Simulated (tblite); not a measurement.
**TaNHF3 (SMILES [NH]=[Ta]([F])([F])[F]): GFN2-xTB**

Aim: a geometry optimisation of TaNHF3. Input form: a Python script.

Program for the calculation: tblite 0.8.0.

10 further runs of the same task are left out: 10 set aside as unsound or not needed.

### Step 1. The system as given

TaNHF3: 6 atoms, total charge 0, spin state singlet. As SMILES, `[NH]=[Ta]([F])([F])[F]`. The coordinates come from a PBE0-D4/def2-TZVP relaxation. The run starts from this shape.

Bond lengths: N1–Ta2 1.752 Å, Ta2–F3 1.875 Å, Ta2–F4 1.875 Å, Ta2–F5 1.875 Å, N1–H6 1.006 Å. Angles: N1–Ta2–F3 108.4°, N1–Ta2–F4 108.4°, N1–Ta2–F5 108.4°, F3–Ta2–F4 110.6°, F3–Ta2–F5 110.6°, F4–Ta2–F5 110.5°, Ta2–N1–H6 179.9°.

### Step 2. A geometry optimisation at GFN2-xTB

The input, input.xyz:

```xyz
6
start geometry
N     -0.785600     0.677500     0.752000
Ta     0.286100    -0.253200    -0.275000
F      1.488800    -1.187000     0.818600
F     -0.750500    -1.446700    -1.282600
F      1.203800     0.932800    -1.399900
H     -1.400500     1.212700     1.340700
```

The input, run.py:

```python
import json
import numpy as np
from tblite.interface import Calculator
from tblite.interface import symbols_to_numbers
from scipy.optimize import minimize

symbols = list(map(str, np.loadtxt("input.xyz", skiprows=2, usecols=0, dtype=str, ndmin=1)))
numbers = np.array(symbols_to_numbers(symbols))
positions = np.loadtxt("input.xyz", skiprows=2, usecols=(1, 2, 3), ndmin=2) / 0.5291772

calc = Calculator("GFN2-xTB", numbers, positions, charge=0, uhf=0)
calc.set("verbosity", 0)
calc.set("accuracy", 0.01)
last, frames, energies, grads = [None], [], [], []

def fun(x):
    calc.update(x.reshape(-1, 3))
    last[0] = calc.singlepoint(last[0])
    return float(last[0].get('energy')), last[0].get('gradient').ravel()

def show(x):
    e, g = fun(x)
    frames.append(x.reshape(-1, 3).tolist())
    energies.append(e)
    grads.append(g.reshape(-1, 3).tolist())
    print(f"{len(energies) - 1:4d} {e:16.9f} {np.abs(g).max():12.3e} {np.linalg.norm(g):12.3e}")

print("step      energy/Eh       max grad     grad norm")
show(positions.ravel())
opt = minimize(fun, positions.ravel(), jac=True, method="BFGS", callback=show, options={"gtol": 3e-05, "maxiter": 500})
print("converged:", opt.success, "-", opt.message)
fun(opt.x)
res = last[0]
final = opt.x.reshape(-1, 3)
print("final geometry (angstrom)")
for s, p in zip(symbols, final * 0.529177210903):
    print(f"{s:<2} {p[0]:12.6f} {p[1]:12.6f} {p[2]:12.6f}")
print(f"Energy: {res.get('energy'):.8f} Eh")
eps = np.atleast_2d(res.get("orbital-energies")) * 27.211386
occ = np.atleast_2d(res.get("orbital-occupations"))
filled = occ.sum(axis=0) if eps.shape[0] == 1 else occ[0]
homo = np.nonzero(filled > 0.5)[0].max()
print("  MO   occupation   energy/eV")
for i in range(max(0, homo - 4), min(eps.shape[1], homo + 5)):
    print(f"{i + 1:4d} {filled[i]:10.4f} {eps[0, i]:12.4f}")
mu = res.get("dipole") * 2.541746
print(f"dipole: {np.linalg.norm(mu):.4f} D, components " + " ".join(f"{c:.4f}" for c in mu))
q = res.get("charges")
print("Charges:", " ".join(f"{s}{i + 1}={c:+.4f}" for i, (s, c) in enumerate(zip(symbols, q))))
out = {k: np.asarray(res.get(k)).tolist() for k in ("energy", "gradient", "charges", "dipole", "orbital-energies", "orbital-occupations")}
out.update(symbols=symbols, positions=(positions * 0.529177210903).tolist(), final=final.tolist(), frames=frames, step_energies=energies, grads=grads, success=bool(opt.success))
json.dump(out, open("results.json", "w"))
```

Run with:

```sh
$ python run.py
```

What values should one expect? Wanted: total energy at the end; dipole moment; HOMO energy; LUMO energy; HOMO–LUMO gap.

Answer, from the run:

Level: GFN2-xTB.

| quantity | value |
| --- | --- |
| total energy at the end | -19.73869 Eh |
| dipole moment | 0.84 D |
| HOMO energy | -11.44 eV |
| LUMO energy | -7.92 eV |
| HOMO–LUMO gap | 3.52 eV |

What this shows: At the final geometry: Bond lengths: N1–Ta2 1.787 Å, Ta2–F3 1.867 Å, Ta2–F4 1.867 Å, Ta2–F5 1.867 Å, N1–H6 1.009 Å. Angles: N1–Ta2–F3 110.2°, N1–Ta2–F4 110.2°, N1–Ta2–F5 110.2°, F3–Ta2–F4 108.7°, F3–Ta2–F5 108.7°, F4–Ta2–F5 108.7°, Ta2–N1–H6 180.0°. The optimisation took 11 steps and changed the energy by -0.039 eV.
